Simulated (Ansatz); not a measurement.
# WF+ (triplet): wave-function methods side by side, def2-QZVPP

The task here is to estimate one member of a computed series from the others.

Program: Ansatz 0.2.0, Gaussian basis. Level of theory: def2-QZVPP, core rule «outside noble gas», up to 5 orbitals frozen. These are calculated values, not measurements.

To be run: UHF; ROHF; CCSD(T) on UHF.

2 further runs of the same task are left out: 2 set aside as unsound or not needed.

## What is computed

The geometry is a PBE0/def2-TZVP stationary point (not a proven minimum) of the parent state, kept for this charge and spin. No spin-orbit coupling is included. Elements past krypton take def2 core potentials.

2 atoms, charge 1, spin multiplicity 3.

Atoms are counted from 1 here; the program's logs count them from 0.

Bond lengths: W1–F2 1.828 Å.

Set-up of the first run:

Input file in.yaml:

```yaml
crystal:
  periodic: [false, false, false]
  atoms:
    - {symbol: W, position_ang: [0.000000, 0.000000, 0.000000]}
    - {symbol: F, position_ang: [0.000000, 0.000000, 1.827922]}
basis:
  gaussian: {orbitals: "def2-QZVPP.json"}
total_charge: 1
magnetization: {spin_polarized: true, initial_magnetization: 2}
hamiltonian: {xc: hf}
output: {orbitals: {seedname: orbitals}}
```

Started as:

```console
$ ansatz run in.yaml --threads 1 --pin off --events-out ev --progress --plain --max-ram 4096MiB --backend cpu
```

Among the steps run: UHF; ROHF; CCSD(T) on UHF.

One of the session's tables, all rows but one given; the rest of the session is left out.

It belongs to the step «Misses and costs». 

| method | from UCCSD(T) (meV) |
| --- | --- |
| ROHF | ? |
| UMP2 | +1240.0 |
| UCCSD | +779.0 |
| UCCSD(T) | 0 |

Estimate the missing values for ROHF.

The run gave: from UCCSD(T) (meV): +12273.8. In the column «from UCCSD(T) (meV)» it is the highest.

Left out of the table: UHF (another determinant or state than the rows shown).

The program flags UCCSD(T) as in doubt (see the logs), so the zero of the table is itself unsure.

Limits of these values: The determinant is far from a pure spin state, so its energy mixes those of several spin states (harmless only where they are near-degenerate, as at dissociation). The program flags UCCSD(T) as in doubt, so the zero of the table is itself unsure. Warnings: spin contamination; coupled cluster took another determinant than the lowest.
